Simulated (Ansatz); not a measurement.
# SiCl4 (silicon tetrachloride): RPBEx+PW92c(a = 0.2)/6-31G(d,p) (Cartesian functions, exact exchange 0.2, vv10 b 6, vv10 c 0.0089)

Aim: the harmonic vibrations of SiCl4 (silicon tetrachloride). 

Program for the calculation: Ansatz 0.2.0.

4 further runs of the same task are left out: 4 set aside as unsound or not needed.

## Step 1: The system as given

The species is SiCl4 (5 atoms), meant as a singlet with charge 0. As SMILES, `Cl[Si](Cl)(Cl)Cl`. Geometry: optimised at RPBEx+PW92c/6-31G**.

Bond lengths: Cl1–Si2 2.058 Å, Si2–Cl3 2.058 Å, Si2–Cl4 2.058 Å, Si2–Cl5 2.058 Å. Angles: Cl1–Si2–Cl3 109.5°, Cl1–Si2–Cl4 109.5°, Cl1–Si2–Cl5 109.5°, Cl3–Si2–Cl4 109.5°, Cl3–Si2–Cl5 109.5°, Cl4–Si2–Cl5 109.5°.

## Step 2: Vibrational wavenumbers at RPBEx+PW92c(a = 0.2)/6-31G(d,p) (Cartesian functions, exact exchange 0.2, vv10 b 6, vv10 c 0.0089)

Contents of in.yaml:

```yaml
crystal:
  periodic: [false, false, false]
  atoms:
    - {symbol: Cl, position_ang: [-0.980294, -0.088905, 1.794514]}
    - {symbol: Si, position_ang: [0.010007, -0.014717, -0.008309]}
    - {symbol: Cl, position_ang: [1.685315, -1.207190, 0.079656]}
    - {symbol: Cl, position_ang: [-1.234310, -0.688940, -1.502794]}
    - {symbol: Cl, position_ang: [0.569282, 1.926052, -0.404566]}
basis:
  gaussian:
    orbitals: 6-31G_st__st_.json
hamiltonian:
  xc:
    text: |
      parameter a = 0.2
      exchange = (1 - a)*rpbe_x + a*exact_x
      correlation = pw_c + vv10(6, 0.0089)
  pseudopotentials: {relativity: none}
phonons: {}
```

The basis set 6-31G** is read from a file made from the Basis Set Exchange's data (not shown).

The run is started by

```bash
$ ansatz run in.yaml --threads 1 --pin off --max-ram 2610MiB --events-out events.jsonl --progress --plain --runs-dir runs
```

The program printed:

```text
Warning: RAYON_NUM_THREADS=1 ignored (pool sized by the plan → 1); use --threads N
Functional definition: unnamed
  parameter a = 0.2
  exchange = (1 - a)*rpbe_x + a*exact_x
  correlation = pw_c + vv10(6, 0.0089)
938 factors; integrals over basis functions are off by at most 2.4e-4 eV
mean field evaluation 1: about -58042.3594 eV, gradient 2.0e1 eV
mean field evaluation 2: about -58041.8706 eV, gradient 2.5e1 eV
mean field evaluation 4: about -58043.4822 eV, gradient 2.7e-1 eV
mean field evaluation 8: about -58043.5118 eV, gradient 3.2e-3 eV
mean field -58043.51182578 eV, -2133.0597162922 hartree, gradient 6.0e-5 eV, S^2 0.000000; 0 other end points of the search recorded, 0 dependent functions left out
the calculation of the forces begins
reference -58043.51186208 eV, -2133.0597176261 hartree; 41, 41 occupied and 54, 54 virtual orbitals, 938 factors
these checks for a lower state are left out or cut short: stability, starts, cluster_reference, orbital_swaps, neighbouring_geometries, increment
938 factors; integrals over basis functions are off by at most 2.4e-4 eV
mean field evaluation 16: about -58043.5118 eV, gradient 7.6e-2 eV
mean field -58043.51180084 eV, -2133.0597153756 hartree, gradient 1.8e-6 eV, S^2 0.000000; 0 other end points of the search recorded, 0 dependent functions left out
the calculation of the forces begins
reference -58043.51183714 eV, -2133.0597167094 hartree; 41, 41 occupied and 54, 54 virtual orbitals, 938 factors
these checks for a lower state are left out or cut short: stability, starts, cluster_reference, orbital_swaps, neighbouring_geometries, increment
938 factors; integrals over basis functions are off by at most 2.4e-4 eV
mean field -58043.51173738 eV, -2133.0597130433 hartree, gradient 1.9e-6 eV, S^2 0.000000; 0 other end points of the search recorded, 0 dependent functions left out
the calculation of the forces begins
reference -58043.51177368 eV, -2133.0597143773 hartree; 41, 41 occupied and 54, 54 virtual orbitals, 938 factors
these checks for a lower state are left out or cut short: stability, starts, cluster_reference, orbital_swaps, neighbouring_geometries, increment
938 factors; integrals over basis functions are off by at most 2.4e-4 eV
mean field evaluation 32: about -58043.5118 eV, gradient 3.9e-5 eV
mean field -58043.51182129 eV, -2133.0597161271 hartree, gradient 1.8e-6 eV, S^2 0.000000; 0 other end points of the search recorded, 0 dependent functions left out
the calculation of the forces begins
reference -58043.51185759 eV, -2133.0597174610 hartree; 41, 41 occupied and 54, 54 virtual orbitals, 938 factors
these checks for a lower state are left out or cut short: stability, starts, cluster_reference, orbital_swaps, neighbouring_geometries, increment
938 factors; integrals over basis functions are off by at most 2.4e-4 eV
mean field -58043.51181919 eV, -2133.0597160498 hartree, gradient 1.8e-6 eV, S^2 0.000000; 0 other end points of the search recorded, 0 dependent functions left out
the calculation of the forces begins
reference -58043.51185549 eV, -2133.0597173837 hartree; 41, 41 occupied and 54, 54 virtual orbitals, 938 factors
these checks for a lower state are left out or cut short: stability, starts, cluster_reference, orbital_swaps, neighbouring_geometries, increment
938 factors; integrals over basis functions are off by at most 2.4e-4 eV
mean field -58043.51174549 eV, -2133.0597133413 hartree, gradient 3.1e-6 eV, S^2 0.000000; 0 other end points of the search recorded, 0 dependent functions left out
the calculation of the forces begins
reference -58043.51178178 eV, -2133.0597146752 hartree; 41, 41 occupied and 54, 54 virtual orbitals, 938 factors
these checks for a lower state are left out or cut short: stability, starts, cluster_reference, orbital_swaps, neighbouring_geometries, increment
938 factors; integrals over basis functions are off by at most 2.4e-4 eV
mean field -58043.51174529 eV, -2133.0597133341 hartree, gradient 1.2e-6 eV, S^2 0.000000; 0 other end points of the search recorded, 0 dependent functions left out
the calculation of the forces begins
reference -58043.51178159 eV, -2133.0597146680 hartree; 41, 41 occupied and 54, 54 virtual orbitals, 938 factors
these checks for a lower state are left out or cut short: stability, starts, cluster_reference, orbital_swaps, neighbouring_geometries, increment
938 factors; integrals over basis functions are off by at most 2.4e-4 eV
mean field -58043.51174517 eV, -2133.0597133295 hartree, gradient 1.1e-6 eV, S^2 0.000000; 0 other end points of the search recorded, 0 dependent functions left out
the calculation of the forces begins
reference -58043.51178146 eV, -2133.0597146634 hartree; 41, 41 occupied and 54, 54 virtual orbitals, 938 factors
these checks for a lower state are left out or cut short: stability, starts, cluster_reference, orbital_swaps, neighbouring_geometries, increment
938 factors; integrals over basis functions are off by at most 2.4e-4 eV
mean field evaluation 64: about -58043.5117 eV, gradient 1.8e-4 eV
mean field -58043.51174561 eV, -2133.0597133458 hartree, gradient 1.1e-6 eV, S^2 0.000000; 0 other end points of the search recorded, 0 dependent functions left out
the calculation of the forces begins
reference -58043.51178191 eV, -2133.0597146797 hartree; 41, 41 occupied and 54, 54 virtual orbitals, 938 factors
these checks for a lower state are left out or cut short: stability, starts, cluster_reference, orbital_swaps, neighbouring_geometries, increment
938 factors; integrals over basis functions are off by at most 2.4e-4 eV
mean field -58043.51176041 eV, -2133.0597138897 hartree, gradient 1.6e-6 eV, S^2 0.000000; 0 other end points of the search recorded, 0 dependent functions left out
the calculation of the forces begins
reference -58043.51179671 eV, -2133.0597152237 hartree; 41, 41 occupied and 54, 54 virtual orbitals, 938 factors
these checks for a lower state are left out or cut short: stability, starts, cluster_reference, orbital_swaps, neighbouring_geometries, increment
938 factors; integrals over basis functions are off by at most 2.4e-4 eV
mean field -58043.51181226 eV, -2133.0597157951 hartree, gradient 1.6e-6 eV, S^2 0.000000; 0 other end points of the search recorded, 0 dependent functions left out
the calculation of the forces begins
reference -58043.51184855 eV, -2133.0597171289 hartree; 41, 41 occupied and 54, 54 virtual orbitals, 938 factors
these checks for a lower state are left out or cut short: stability, starts, cluster_reference, orbital_swaps, neighbouring_geometries, increment
938 factors; integrals over basis functions are off by at most 2.4e-4 eV
mean field -58043.51182194 eV, -2133.0597161509 hartree, gradient 1.3e-6 eV, S^2 0.000000; 0 other end points of the search recorded, 0 dependent functions left out
the calculation of the forces begins
reference -58043.51185824 eV, -2133.0597174847 hartree; 41, 41 occupied and 54, 54 virtual orbitals, 938 factors
these checks for a lower state are left out or cut short: stability, starts, cluster_reference, orbital_swaps, neighbouring_geometries, increment
938 factors; integrals over basis functions are off by at most 2.4e-4 eV
mean field -58043.51178422 eV, -2133.0597147647 hartree, gradient 1.2e-6 eV, S^2 0.000000; 0 other end points of the search recorded, 0 dependent functions left out
the calculation of the forces begins
reference -58043.51182052 eV, -2133.0597160987 hartree; 41, 41 occupied and 54, 54 virtual orbitals, 938 factors
these checks for a lower state are left out or cut short: stability, starts, cluster_reference, orbital_swaps, neighbouring_geometries, increment
938 factors; integrals over basis functions are off by at most 2.4e-4 eV
mean field evaluation 96: about -58043.5118 eV, gradient 1.8e-6 eV
mean field -58043.51181864 eV, -2133.0597160296 hartree, gradient 1.8e-6 eV, S^2 0.000000; 0 other end points of the search recorded, 0 dependent functions left out
the calculation of the forces begins
reference -58043.51185494 eV, -2133.0597173635 hartree; 41, 41 occupied and 54, 54 virtual orbitals, 938 factors
these checks for a lower state are left out or cut short: stability, starts, cluster_reference, orbital_swaps, neighbouring_geometries, increment
938 factors; integrals over basis functions are off by at most 2.4e-4 eV
mean field -58043.51182172 eV, -2133.0597161430 hartree, gradient 1.8e-6 eV, S^2 0.000000; 0 other end points of the search recorded, 0 dependent functions left out
the calculation of the forces begins
reference -58043.51185802 eV, -2133.0597174769 hartree; 41, 41 occupied and 54, 54 virtual orbitals, 938 factors
these checks for a lower state are left out or cut short: stability, starts, cluster_reference, orbital_swaps, neighbouring_geometries, increment
938 factors; integrals over basis functions are off by at most 2.4e-4 eV
mean field -58043.51180601 eV, -2133.0597155654 hartree, gradient 2.8e-6 eV, S^2 0.000000; 0 other end points of the search recorded, 0 dependent functions left out
the calculation of the forces begins
reference -58043.51184231 eV, -2133.0597168993 hartree; 41, 41 occupied and 54, 54 virtual orbitals, 938 factors
these checks for a lower state are left out or cut short: stability, starts, cluster_reference, orbital_swaps, neighbouring_geometries, increment
938 factors; integrals over basis functions are off by at most 2.4e-4 eV
mean field -58043.51182540 eV, -2133.0597162780 hartree, gradient 2.6e-6 eV, S^2 0.000000; 0 other end points of the search recorded, 0 dependent functions left out
the calculation of the forces begins
reference -58043.51186170 eV, -2133.0597176119 hartree; 41, 41 occupied and 54, 54 virtual orbitals, 938 factors
these checks for a lower state are left out or cut short: stability, starts, cluster_reference, orbital_swaps, neighbouring_geometries, increment
938 factors; integrals over basis functions are off by at most 2.4e-4 eV
mean field -58043.51177501 eV, -2133.0597144263 hartree, gradient 1.4e-6 eV, S^2 0.000000; 0 other end points of the search recorded, 0 dependent functions left out
the calculation of the forces begins
reference -58043.51181131 eV, -2133.0597157602 hartree; 41, 41 occupied and 54, 54 virtual orbitals, 938 factors
these checks for a lower state are left out or cut short: stability, starts, cluster_reference, orbital_swaps, neighbouring_geometries, increment
938 factors; integrals over basis functions are off by at most 2.4e-4 eV
mean field evaluation 128: about -58043.5118 eV, gradient 1.4e-6 eV
mean field -58043.51181888 eV, -2133.0597160386 hartree, gradient 1.4e-6 eV, S^2 0.000000; 0 other end points of the search recorded, 0 dependent functions left out
the calculation of the forces begins
reference -58043.51185518 eV, -2133.0597173724 hartree; 41, 41 occupied and 54, 54 virtual orbitals, 938 factors
Total energy: -58043.51186208 eV, -2133.0597176261 hartree
Atom 0 at    -0.980294    -0.088905     1.794514 Å, force     0.006171     0.000597    -0.011190 eV/Å
Atom 1 at     0.010007    -0.014717    -0.008309 Å, force    -0.000051    -0.000198     0.000029 eV/Å
Atom 2 at     1.685315    -1.207190     0.079656 Å, force    -0.010415     0.007561    -0.000611 eV/Å
Atom 3 at    -1.234310    -0.688940    -1.502794 Å, force     0.007828     0.004322     0.009276 eV/Å
Atom 4 at     0.569282     1.926052    -0.404566 Å, force    -0.003533    -0.012282     0.002495 eV/Å
Dipole moment:     0.000011     0.000032    -0.000009 e Å
Vibrations: 145.43 145.43 218.37 218.37 218.38 398.45 596.75 596.75 596.75 cm⁻¹, zero-point energy 0.194326 eV
```

Run time: 88 s. Hardware: 1 thread of Arm Neoverse V2, shared host; peak memory 0.23 GiB.

## Step 3: Summary of results

At RPBEx+PW92c(a = 0.2)/6-31G** (Cartesian functions, exact exchange 0.2, vv10 b 6, vv10 c 0.0089):

| quantity | value |
| --- | --- |
| total energy | -2133.05972 Eh |
| dipole moment | 0.00 D |
| largest force on an atom | 0.013 eV/Å |
| lowest harmonic wavenumber | 145 cm⁻¹ |
| highest harmonic wavenumber | 597 cm⁻¹ |
| zero-point energy | 18.7 kJ/mol |

In words: All 9 modes are real, so the shape is a minimum at this level.
